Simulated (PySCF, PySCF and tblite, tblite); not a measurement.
# C₂H₇BFNO: a path driven as rotation about a bond, and NMR exchange, part 2 of 2

PySCF and tblite. Atoms count from 0. The steps go on from the part before.

## Step 8: Shieldings, saddle of leg 1: PBE0/pcSseg-1

Job settings and geometry (Å):

```
{"job": {"kind": "nmr", "xc": "PBE0", "basis": "pcSseg-1", "pop": false}, "charge": 0, "multiplicity": 1}
C      1.740764    -0.311798     0.031922
N      0.990177     0.844278    -0.407437
B     -0.329825     1.162498    -0.052997
F     -0.843368     2.320459    -0.513208
O     -1.101204     0.366404     0.754422
C     -1.794136    -0.757723     0.268906
H      1.152885    -0.860457     0.780571
H      1.973647    -1.006160    -0.796017
H      2.696137    -0.024688     0.505170
H      1.492778     1.490644    -1.006676
H     -2.614212    -0.468855    -0.414227
H     -2.235848    -1.297540     1.120921
H     -1.127794    -1.457062    -0.271349
```

The program printed:

```text
coarse grid: 10832 points
cycle   1  E = -334.6855976518  dE =  6.063e-01  |g| = 7.248e-01  |ddm| = 2.934e+00
cycle   2  E = -334.6139318129  dE =  7.167e-02  |g| = 9.939e-01  |ddm| = 1.060e+00
cycle   3  E = -334.7768178453  dE = -1.629e-01  |g| = 7.484e-02  |ddm| = 6.459e-01
cycle   4  E = -334.7775468943  dE = -7.290e-04  |g| = 4.182e-02  |ddm| = 6.109e-02
cycle   5  E = -334.7778596646  dE = -3.128e-04  |g| = 7.021e-03  |ddm| = 2.599e-02
cycle   6  E = -334.7778690441  dE = -9.380e-06  |g| = 1.782e-03  |ddm| = 5.477e-03
final grid: 105032 points
cycle   7  E = -334.8244383199  dE = -3.047e-05  |g| = 9.997e-03  |ddm| = 1.698e-02
cycle   8  E = -334.8244178643  dE =  2.046e-05  |g| = 1.456e-02  |ddm| = 1.304e-02
cycle   9  E = -334.8244570908  dE = -3.923e-05  |g| = 1.014e-03  |ddm| = 8.115e-03
cycle  10  E = -334.8244573097  dE = -2.189e-07  |g| = 1.675e-04  |ddm| = 8.066e-04
cycle  11  E = -334.8244573152  dE = -5.502e-09  |g| = 4.947e-05  |ddm| = 1.286e-04
cycle  12  E = -334.8244573157  dE = -4.733e-10  |g| = 1.344e-05  |ddm| = 4.016e-05
converged SCF energy = -334.8244573157

GIAO shielding tensors (ppm)
atom      isotropic    diamagn.    paramagn.     s11        s22        s33       span
  0 C      154.982     244.953     -89.971    132.717    147.281    184.948     52.231
  1 N      196.268     321.850    -125.582    142.330    204.359    242.115     99.785
  2 B       79.777     197.288    -117.511     58.950     82.108     98.273     39.324
  3 F      298.123     469.708    -171.585    184.923    336.384    373.061    188.138
  4 O      308.002     395.914     -87.912    254.026    297.273    372.707    118.681
  5 C      130.326     243.260    -112.933    103.359    105.296    182.324     78.965
  6 H       28.359      30.763      -2.404     24.173     28.785     32.119      7.945
  7 H       28.672      29.063      -0.392     24.093     26.482     35.439     11.346
  8 H       28.750      27.843       0.907     23.789     26.625     35.835     12.046
  9 H       29.175      31.427      -2.252     21.382     29.049     37.093     15.712
 10 H       27.533      28.051      -0.518     23.297     25.316     33.986     10.689
 11 H       27.486      27.786      -0.300     23.854     25.072     33.532      9.679
 12 H       27.707      30.574      -2.867     23.218     26.615     33.288     10.070
```

Run time: 18 s. Hardware: 1 thread of Intel Xeon Platinum 8488C, shared host; peak memory 0.66 GiB.

This run: HOMO -7.47 eV, LUMO 1.23 eV; dipole 2.86 D.

Orbitals, density, ELF and potential are computed afterwards from the orbital file.

Frontier orbitals at PBE0/pcSseg-1, with the share of their density that lies nearest to each atom:

```tsv
orbital	energy (eV)	lies on
HOMO	-7.47	N1 55 %; H7, H8 about 8 % each; B2 8 %
LUMO	1.23	H7, H12 about 16 % each; H9, H10, H11 about 9 % each; H6, H8 about 7 % each
```

ELF in a plane through or near 5 of the atoms.

Values, 10 rows by 14 columns:
```
0.00 0.00 0.00 0.00 0.00 0.00 0.00 0.00 0.00 0.00 0.00 0.00 0.00 0.00
0.00 0.00 0.00 0.00 0.00 0.00 0.01 0.05 0.02 0.00 0.00 0.00 0.00 0.00
0.00 0.00 0.00 0.00 0.00 0.01 0.69 0.81 0.80 0.25 0.00 0.00 0.00 0.00
0.00 0.00 0.00 0.18 0.80 0.30 0.25 0.84 0.47 0.02 0.00 0.00 0.00 0.00
0.00 0.00 0.00 0.04 0.66 0.39 0.89 0.17 0.71 0.25 0.27 0.46 0.02 0.00
0.00 0.00 0.44 0.85 0.63 0.46 0.13 0.07 0.34 0.23 0.71 0.23 0.02 0.00
0.00 0.00 0.26 0.62 0.51 0.72 0.94 0.02 0.56 0.62 0.91 0.82 0.03 0.00
0.00 0.00 0.00 0.00 0.01 0.04 0.14 0.00 0.02 0.02 0.03 0.01 0.00 0.00
0.00 0.00 0.00 0.00 0.00 0.00 0.00 0.00 0.00 0.00 0.00 0.00 0.00 0.00
0.00 0.00 0.00 0.00 0.00 0.00 0.00 0.00 0.00 0.00 0.00 0.00 0.00 0.00
```
The map spans 10.4 Å across and 10.2 Å up, centred on the molecule. Atoms in the plane (x, y in Å): C0 (-1.6, -0.7), N1 (-1.2, 0.7), B2 (0.1, 1.2), F3 (0.3, 2.5), C5 (1.9, -0.4).

On the surface of density 0.002 e/bohr³ the electrostatic potential runs, from the 1st to the 99th percentile, from -1.43 V near O4 to 1.50 V near H9.

## Step 9: Shieldings, end: PBE0/pcSseg-1

Job settings and geometry (Å):

```
{"job": {"kind": "nmr", "xc": "PBE0", "basis": "pcSseg-1", "pop": false}, "charge": 0, "multiplicity": 1}
C      1.579050    -0.409232    -0.363027
N      0.949144     0.864056    -0.636859
B     -0.396650     1.293039    -0.657986
F     -0.593364     2.593518    -0.951913
O     -1.537969     0.590797    -0.426205
C     -1.675167    -0.768070    -0.112933
H      0.833732    -1.174981    -0.123199
H      2.158601    -0.779254    -1.228216
H      2.271639    -0.350807     0.496293
H      1.611430     1.602499    -0.854393
H     -2.748686    -0.991682    -0.015441
H     -1.189239    -1.027282     0.844891
H     -1.264864    -1.422953    -0.902362
```

The program printed:

```text
coarse grid: 10832 points
cycle   1  E = -334.6910122988  dE =  6.140e-01  |g| = 7.157e-01  |ddm| = 2.928e+00
cycle   2  E = -334.6217138388  dE =  6.930e-02  |g| = 9.830e-01  |ddm| = 9.863e-01
cycle   3  E = -334.7799495353  dE = -1.582e-01  |g| = 8.417e-02  |ddm| = 5.842e-01
cycle   4  E = -334.7809286171  dE = -9.791e-04  |g| = 4.425e-02  |ddm| = 6.774e-02
cycle   5  E = -334.7812792134  dE = -3.506e-04  |g| = 6.847e-03  |ddm| = 2.697e-02
cycle   6  E = -334.7812882225  dE = -9.009e-06  |g| = 1.628e-03  |ddm| = 5.370e-03
final grid: 105032 points
cycle   7  E = -334.8274141304  dE = -4.181e-05  |g| = 9.988e-03  |ddm| = 2.194e-02
cycle   8  E = -334.8273939493  dE =  2.018e-05  |g| = 1.456e-02  |ddm| = 1.291e-02
cycle   9  E = -334.8274328459  dE = -3.890e-05  |g| = 1.190e-03  |ddm| = 7.956e-03
cycle  10  E = -334.8274331395  dE = -2.936e-07  |g| = 2.048e-04  |ddm| = 8.798e-04
cycle  11  E = -334.8274331479  dE = -8.430e-09  |g| = 5.408e-05  |ddm| = 1.642e-04
cycle  12  E = -334.8274331485  dE = -5.688e-10  |g| = 1.603e-05  |ddm| = 4.561e-05
converged SCF energy = -334.8274331485

GIAO shielding tensors (ppm)
atom      isotropic    diamagn.    paramagn.     s11        s22        s33       span
  0 C      155.081     244.961     -89.880    132.482    148.237    184.524     52.042
  1 N      208.130     320.623    -112.493    175.713    202.797    245.879     70.166
  2 B       83.464     195.638    -112.174     61.665     86.349    102.378     40.713
  3 F      309.520     468.811    -159.291    215.734    351.005    361.821    146.087
  4 O      274.933     391.162    -116.229    164.864    321.649    338.286    173.422
  5 C      130.144     245.535    -115.391    106.746    108.682    175.002     68.256
  6 H       27.995      31.686      -3.692     23.025     29.225     31.734      8.709
  7 H       28.563      28.172       0.391     23.774     26.440     35.476     11.702
  8 H       28.568      28.944      -0.376     23.759     26.464     35.481     11.723
  9 H       29.534      30.830      -1.296     20.972     29.883     37.746     16.774
 10 H       27.463      27.568      -0.105     23.407     25.616     33.364      9.957
 11 H       27.353      30.790      -3.438     23.710     25.805     32.543      8.833
 12 H       27.358      29.985      -2.627     23.712     25.852     32.511      8.798
```

Wall time 14 s (1 thread of Intel Xeon Platinum 8488C, shared host); peak memory 0.66 GiB.

This run: HOMO -7.27 eV, LUMO 1.21 eV; dipole 3.63 D.

## Step 10: Kinetics and line shapes

Job settings and geometry (Å):

```
{"job": {"smiles": "CNB(F)OC", "charge": 0, "mult": 1, "motion": "rotation", "what": "boronate", "atoms": [2, 4], "drives": [{"terms": [["t", [1, 2, 4, 5], 0.5], ["t", [3, 2, 4, 5], 0.5]], "by": 180, "n": 12}], "study": "path", "level": {"kind": "nmr", "xc": "PBE0", "basis": "pcSseg-1"}, "fields": [90, 100, 270], "first": 2, "seed": 831, "refine": {"xc": "B3LYP", "basis": "def2-SVP"}, "kind": "path"}, "charge": 0, "multiplicity": 1}
C      2.138280    -0.135149    -0.308176
N      1.129075     0.799592    -0.751932
B     -0.252480     0.629891    -0.673062
F     -1.032599     1.633137    -1.142227
O     -0.802445    -0.483018    -0.145997
C     -2.195451    -0.687444    -0.062472
H      1.636378    -1.008998     0.097985
H      2.775633    -0.443441    -1.141020
H      2.766228     0.309974     0.468138
H      1.496849     1.648830    -1.149510
H     -2.752144     0.226016    -0.278324
H     -2.427649    -1.027000     0.948921
H     -2.484063    -1.461903    -0.777850
```

The program printed:

```text
stationary points (kcal/mol above the start)
  n  kind          group   xTB      DFT    lowest mode
  0  minimum      C1       0.00     0.00      44.2
  1  saddle       C1       9.03     6.78    -150.4
  2  minimum      Cs       3.80     4.85      51.6

GFN2-xTB energies: T/K, barrier G, reaction G (kcal/mol), k forward, k back (1/s)
 150.00     8.79     4.02      0.488   6.94e+05
 200.00     8.88     4.06        833   4.55e+07
 250.00     8.97     4.11   7.44e+04   5.77e+08
 298.15     9.08     4.15   1.38e+06   3.03e+09
 350.00     9.20     4.20   1.32e+07    1.1e+10
 400.00     9.32     4.24   6.72e+07   2.79e+10
 500.00     9.59     4.33   6.71e+08   1.05e+11

B3LYP-D3(BJ)/def2-SVP energies: T/K, barrier G, reaction G (kcal/mol), k forward, k back (1/s)
 150.00     5.69     4.45   1.59e+04   9.73e+10
 200.00     5.78     4.50   2.02e+06    3.3e+11
 250.00     5.88     4.54    3.8e+07   7.07e+11
 298.15     5.98     4.58   2.57e+08   1.18e+12
 350.00     6.10     4.63   1.13e+09   1.76e+12
 400.00     6.22     4.68   3.31e+09   2.38e+12
 500.00     6.49     4.77   1.52e+10   3.68e+12

PBE0/pcSseg-1 + D3(BJ) energies: T/K, barrier G, reaction G (kcal/mol), k forward, k back (1/s)
 150.00     6.54     5.06        921   4.35e+10
 200.00     6.63     5.10   2.39e+05    1.8e+11
 250.00     6.73     5.15   6.88e+06   4.36e+11
 298.15     6.83     5.19   6.13e+07   7.85e+11
 350.00     6.95     5.24   3.34e+08   1.25e+12
 400.00     7.07     5.29   1.14e+09   1.76e+12
 500.00     7.34     5.38   6.45e+09   2.89e+12
```

Wall time 3.9 min (1 thread of Intel Xeon Platinum 8488C, shared host); peak memory 0.66 GiB. This counts the whole study up to here.

Barriers by level (kcal/mol; entropies in cal/(mol K)). Zero-point and thermal terms come from xTB in every row. ΔG‡ leaves symmetry out; the rate counts one path; effective ΔG‡, where given, is the barrier that would give that rate by Eyring's equation alone:

```tsv
level	ΔE‡	with zero-point	ΔH‡	ΔS‡	ΔG‡ (298 K)	ΔE of reaction	k at 298 K (1/s)	effective ΔG‡
GFN2-xTB	9.03	8.62	8.16	-3.1	9.08	3.80	1.4e+06	9.08
B3LYP-D3(BJ)/def2-SVP	5.93	5.53	5.06	-3.1	5.98	4.24	2.6e+08	5.98
PBE0/pcSseg-1 + D3(BJ)	6.78	6.38	5.91	-3.1	6.83	4.85	6.1e+07	6.83
```

Sites that the driver pairs across this motion, and where their lines would merge (no couplings; faster rotations or exchange between molecules can average them sooner):

```tsv
nucleus	sites: shielding (ppm)	proton frequency (MHz)	spread (Hz)	coalescence (K)	lines at 298 K
¹⁹F	F3: 321.7; F3 (end): 309.5	270	3085	not given	–
¹³C	C5: 132.5; C5 (end): 130.1	270	157	not given	–
¹¹B	B2: 82.2; B2 (end): 83.5	270	110	not given	–
¹⁷O	O4: 277.0; O4 (end): 274.9	270	76	not given	–
¹H	H6, H7, H8: 28.60; H6, H7, H8 (end): 28.38	270	61	not given	–
¹H	H10, H11, H12: 27.55; H10, H11, H12 (end): 27.39	270	43	not given	–
¹³C	C0: 155.6; C0 (end): 155.1	270	36	not given	–
¹H	H9: 29.66; H9 (end): 29.53	270	34	not given	–
```

A dash: the driver gave no coalescence for this row (it judged the minor form too scarce).

Rows that set an atom against itself at the end compare its shielding in the two forms.

Lines of quadrupolar nuclei are broad, so their coalescence could hardly be seen.

## Step 11: Results

What follows sums up all 2 parts.

| quantity | value |
| --- | --- |
| barrier (PBE0/pcSseg-1 + D3(BJ)) | ΔE‡ 6.8, ΔG‡(298 K) 6.8 kcal/mol |
| barrier (GFN2-xTB) | ΔE‡ 9.0 kcal/mol |
| rate at 298 K | 6.1e+07 s⁻¹ |
| end of the path | 4.8 kcal/mol from the start |

**Reading.** DFT puts the top 6.8 kcal/mol above the start (xTB: 9.0); the rate from the DFT barrier is 6.1e+07 s⁻¹ at 298 K. An error of 1.4 kcal/mol changes that rate tenfold.
